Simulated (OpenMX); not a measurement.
The system is Fe, a sheet with vacuum.

```
CELL_PARAMETERS angstrom
2.31119 0.00000 0.00000
0.00000 2.31119 0.00000
0.00000 0.00000 23.80000
ATOMIC_POSITIONS crystal
Fe 0.00000 0.00000 0.29412
```

The cell was built by a generator and needn't be a form met in nature.

Base run:

```yaml
Program: OpenMX 3.8.5
Functional: PBE
Potentials_or_basis: OpenMX 2013 PBE set, Fe6.0H-s3p2d2, grid cutoff 500 Ry
k_mesh: 9 × 9 × 1
Occupations: fermi-dirac, width 0.05 eV
Spin: collinear spin, ferromagnetic start
Starting_moments: "[3.0] μB"
Hubbard_terms: Fe U = 8 eV
```

Its results: band gap on the k mesh none (metal or under the smearing width); net moment 3.73 μB per cell; site moments Fe +3.73 μB.

Problem. The run is repeated on the same cell with these changes: hubbard terms from Fe U = 8 eV to Fe U = 2 eV. What comes out?

Solution. Band gap on the k mesh none (metal or under the smearing width); net moment 3.11 μB per cell; site moments Fe +3.11 μB.

Caveats: no basis functions reach into the vacuum, so the work function isn't listed; U acts on the first radial function of the shell alone, so its value doesn't carry over to other programs; the basis of atomic orbitals isn't converged, which shifts pressures, moduli and gaps; the U is typed as a test and isn't derived for this compound.
